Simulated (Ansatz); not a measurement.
# C2H5BFN: the cost of one run

All numbers below are computed with Ansatz 0.2.0 (RKS r2SCAN-D4/6-31G).

## 1. The system as given

Bond lengths: C1–N2 1.280 Å, N2–C3 1.429 Å, C3–B4 1.574 Å, B4–F5 1.438 Å, C1–H6 1.158 Å, C1–H7 1.050 Å, C3–H8 1.183 Å, C3–H9 1.114 Å, B4–H10 1.194 Å. Angles: C1–N2–C3 119.8°, N2–C1–H6 115.5°, N2–C1–H7 126.0°, H6–C1–H7 118.5°, N2–C3–B4 112.0°, N2–C3–H8 108.5°, N2–C3–H9 109.8°, B4–C3–H8 104.5°, B4–C3–H9 114.1°, H8–C3–H9 107.5°, C3–B4–F5 122.4°, C3–B4–H10 117.2°, F5–B4–H10 119.5°.

Structure file:

```xyz
10

C    -0.4182    1.2356    1.3976
N    -0.4056    0.7817    0.2008
C     0.2078   -0.4796   -0.0744
B     0.2270   -0.8025   -1.6147
F     0.7321   -2.0437   -2.1354
H    -0.9581    2.2501    1.5410
H    -0.0096    0.7621    2.2413
H     1.3489   -0.4156    0.2296
H    -0.2624   -1.2726    0.5511
H    -0.3789   -0.0667   -2.3338
```

## 2. End point A

input.yaml reads:

```yaml
crystal:
  periodic: [false, false, false]
  atoms:
    - { symbol: C, position_ang: [-0.4182, 1.2356, 1.3976] }
    - { symbol: "N", position_ang: [-0.4056, 0.7817, 0.2008] }
    - { symbol: C, position_ang: [0.2078, -0.4796, -0.0744] }
    - { symbol: B, position_ang: [0.227, -0.8025, -1.6147] }
    - { symbol: F, position_ang: [0.7321, -2.0437, -2.1354] }
    - { symbol: H, position_ang: [-0.9581, 2.2501, 1.541] }
    - { symbol: H, position_ang: [-0.0096, 0.7621, 2.2413] }
    - { symbol: H, position_ang: [1.3489, -0.4156, 0.2296] }
    - { symbol: H, position_ang: [-0.2624, -1.2726, 0.5511] }
    - { symbol: H, position_ang: [-0.3789, -0.0667, -2.3338] }
basis:
  gaussian: { orbitals: "6-31G" }
hamiltonian:
  xc: r2scan
  dispersion: d4
relax:
  f_tol: 0.015
  max_steps: 40
output:
  orbitals: {}
```

Command:

```bash
$ ansatz run input.yaml --threads 1 --pin off --max-ram 2048MiB --backend cpu --events-out ev --progress --plain --runs-dir out
```

Q: Estimate wall time and peak memory on 1 thread of AMD EPYC 9R45 (Zen 5), shared host.

About 29 s, with a peak of 0.19 GiB.
